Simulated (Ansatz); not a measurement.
From input file to script: C2H6P2Si2, SMILES C#C[Si@@H]1[P@@H][SiH2][P@@H]1 in Ansatz 0.2.0.

```yaml
crystal:
  periodic: [false, false, false]
  atoms:
    - { symbol: C, position_ang: [3.1127, -0.1812, -0.3023] }
    - { symbol: C, position_ang: [2.0296, -0.1883, 0.2258] }
    - { symbol: Si, position_ang: [0.3963, -0.1982, 1.0181] }
    - { symbol: P, position_ang: [-0.9597, -1.6289, 0.0252] }
    - { symbol: Si, position_ang: [-2.1701, 0.1997, -0.2318] }
    - { symbol: P, position_ang: [-0.7157, 1.6548, 0.5696] }
    - { symbol: H, position_ang: [4.0638, -0.1749, -0.7662] }
    - { symbol: H, position_ang: [0.4667, -0.4435, 2.4659] }
    - { symbol: H, position_ang: [-0.3138, -1.4698, -1.2663] }
    - { symbol: H, position_ang: [-3.3618, 0.1458, 0.6274] }
    - { symbol: H, position_ang: [-2.4791, 0.4571, -1.6459] }
    - { symbol: H, position_ang: [-0.0688, 1.8275, -0.7196] }
basis:
  gaussian: { orbitals: cc-pVDZ }
hamiltonian:
  xc: r2scan0
output:
  forces: true
```

On the command line:
```console
$ ansatz run input.yaml --threads 1 --pin off --max-ram 4096MiB --backend cpu --events-out ev --progress --plain --runs-dir out
Engine: ansatz 0.2.0, aarch64-unknown-linux-gnu
Functional definition: r2SCAN0
  parameter a = 0.25
  parameter k0 = 0.174
  parameter k1 = 0.065
  parameter a1 = 4.9479
  exchange = (1 - a)*r2scan_x(k0 = k0, k1 = k1, a1 = a1) + a*exact_x
  correlation = r2scan_c
1278 factors; integrals over basis functions are off by at most 1.2e-3 eV
mean field evaluation 1: about -36495.0889 eV, gradient 3.3e1 eV
mean field evaluation 2: about -36495.5948 eV, gradient 3.0e1 eV
mean field evaluation 4: about -36498.1572 eV, gradient 2.9e0 eV
mean field evaluation 8: about -36498.4659 eV, gradient 3.7e-1 eV
mean field evaluation 16: about -36498.4665 eV, gradient 8.9e-5 eV
mean field -36498.46645110 eV, -1341.2939025289 hartree, gradient 3.0e-5 eV, S^2 0.000000; 0 other end points of the search recorded, 0 dependent functions left out
the calculation of the forces begins
reference -36498.46646041 eV, -1341.2939028710 hartree; 38, 38 occupied and 92, 92 virtual orbitals, 1278 factors
Total energy: -36498.46646041 eV, -1341.2939028710 hartree
Atom 0 at     3.112700    -0.181200    -0.302300 Å, force     0.496131     0.007979    -0.270002 eV/Å
Atom 1 at     2.029600    -0.188300     0.225800 Å, force    -0.500994    -0.066235     0.625329 eV/Å
Atom 2 at     0.396300    -0.198200     1.018100 Å, force     0.564173    -0.031422    -0.067937 eV/Å
Atom 3 at    -0.959700    -1.628900     0.025200 Å, force     0.027899    -1.961259    -0.766764 eV/Å
Atom 4 at    -2.170100     0.199700    -0.231800 Å, force    -0.396752     0.079648    -0.304232 eV/Å
Atom 5 at    -0.715700     1.654800     0.569600 Å, force     0.327683     2.078572    -0.096413 eV/Å
Atom 6 at     4.063800    -0.174900    -0.766200 Å, force     0.463427     0.006469    -0.247170 eV/Å
Atom 7 at     0.466700    -0.443500     2.465900 Å, force     0.143431    -0.068742     0.350822 eV/Å
Atom 8 at    -0.313800    -1.469800    -1.266300 Å, force    -0.189682     0.017395     0.504768 eV/Å
Atom 9 at    -3.361800     0.145800     0.627400 Å, force    -0.415028     0.011416     0.117382 eV/Å
Atom 10 at    -2.479100     0.457100    -1.645900 Å, force    -0.318451     0.077067    -0.321887 eV/Å
Atom 11 at    -0.068800     1.827500    -0.719600 Å, force    -0.201838    -0.150889     0.476104 eV/Å
Dipole moment:     0.183025     0.026002    -0.238464 e Å
```

`run_energy.py`
```python
'''Single point of C2H6P2Si2.'''

import sys

import ansatz as az
import numpy as np

BASIS_SET = 'cc-pVDZ'
FUNCTIONAL = 'r2scan0'


def main() -> None:
    molecule = (
        az.Crystal.molecule()
        .atom('C', [3.1127, -0.1812, -0.3023])
        .atom('C', [2.0296, -0.1883, 0.2258])
        .atom('Si', [0.3963, -0.1982, 1.0181])
        .atom('P', [-0.9597, -1.6289, 0.0252])
        .atom('Si', [-2.1701, 0.1997, -0.2318])
        .atom('P', [-0.7157, 1.6548, 0.5696])
        .atom('H', [4.0638, -0.1749, -0.7662])
        .atom('H', [0.4667, -0.4435, 2.4659])
        .atom('H', [-0.3138, -1.4698, -1.2663])
        .atom('H', [-3.3618, 0.1458, 0.6274])
        .atom('H', [-2.4791, 0.4571, -1.6459])
        .atom('H', [-0.0688, 1.8275, -0.7196])
    )

    calc = (
        molecule.calculation()
        .basis(gaussian=BASIS_SET)
        .functional(FUNCTIONAL)
        .forces()
    )
    try:
        report = calc.run(threads=1, backend='cpu').report
    except az.AnsatzError as error:
        sys.exit(f'{type(error).__name__}: {error}')

    for key in ('converged', 'free_energy_ev', 'reference_energy_ev', 'n_frozen', 'n_occupied', 'n_virtual'):
        print(f'{key:22s} {report[key]}')

    symbols = [site.symbol for site in molecule.cartesian_sites]
    forces = np.array(report['forces_ev_ang'])
    print('largest force', round(float(np.linalg.norm(forces, axis=1).max()), 4), 'eV/A, rms', round(float(np.sqrt((forces ** 2).mean())), 4))

    charges = report['charge_distribution']
    dipole = np.array(charges['dipole_moment_e_ang']) * 4.803205
    print('dipole (D): {:.3f} {:.3f} {:.3f}, length {:.3f}'.format(*dipole, np.linalg.norm(dipole)))
    print('atom  Mulliken   Lowdin')
    for symbol, m, l in zip(symbols, charges['mulliken_charges_e'], charges['lowdin_charges_e']):
        print(f'{symbol:4s} {m:9.3f} {l:8.3f}')


if __name__ == '__main__':
    main()
```

```console
$ python run_energy.py
converged              True
free_energy_ev         -36498.46646041015
reference_energy_ev    -36498.46646041015
n_frozen               0
n_occupied             [38, 38]
n_virtual              [92, 92]
largest force 2.1065 eV/A, rms 0.573
dipole (D): 0.879 0.125 -1.145, length 1.449
atom  Mulliken   Lowdin
C       -0.161   -0.010
C       -0.028   -0.131
Si       0.332   -0.021
P       -0.210    0.136
Si       0.197   -0.012
P       -0.210    0.136
H        0.026    0.024
H       -0.018   -0.046
H        0.058    0.014
H       -0.021   -0.053
H       -0.023   -0.051
H        0.058    0.014
```

Notes:
- Total energies depend on the basis set; only differences at equal settings carry meaning.
- The geometry is a force-field or estimated start, not a minimum of this method, and the basis set is short of its limit.
- The Löwdin charges here are taken after orthogonalising the functions within each atom; they differ from plain Löwdin charges, and their signs can be unphysical.
- The whole script took 30 s on 1 thread of Arm Neoverse N1 (shared host), peak memory 0.43 GiB.

(A comment or docstring line of the script was reworded after the run, the code is as it ran; lines on the test bed's own set-up are left out of the output.)
